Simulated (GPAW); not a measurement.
**HfMoC2 in GPAW: the effect of target pressure**

Crystal: HfMoC2.

```
Hf Mo C
1.0
     3.19142    0.00000    0.00000
     0.00000    3.19142    0.00000
     0.00000    0.00000    4.48516
Hf Mo C
1 1 2
Direct
  0.00000 0.00000 0.00000
  0.50000 0.50000 0.50000
  0.50000 0.50000 0.00000
  0.00000 0.00000 0.50000
```

The cell comes from a database or a generator and needn't be the stable form of this composition.

Alike in all runs:

```yaml
Program: GPAW 26.7.0
Task: relaxation of cell and atoms
Functional: PBEsol
Potentials_or_basis: PAW data sets generated in the run's folder for this functional
Cutoff: 800 eV
Basis: pw
k_mesh: 6 × 6 × 4
Occupations: fermi-dirac, width 0.05 eV
Spin: no spin polarisation
```

Each run relaxes the cell or the atoms first.

```csv
target pressure,target pressure,relaxed volume (Å³/atom)
0 GPa,-,11.14
2 GPa,2 GPa,11.06
5 GPa,5 GPa,10.96
10 GPa,10 GPa,10.79
20 GPa,20 GPa,?
30 GPa,30 GPa,10.22
```

What does the run with target pressure 20 GPa give?

Relaxed volume 10.49 Å³/atom.

Worked out: In Murnaghan's law V^(-B') rises as a straight line in P. The other rows fit best with B' = 3.3, V0 = 11.14 Å³/atom and B0 = 302 GPa, which gives 10.49 Å³/atom at 20 GPa, against the run's 10.49.

Caveats: later steps reuse the first step's grids.
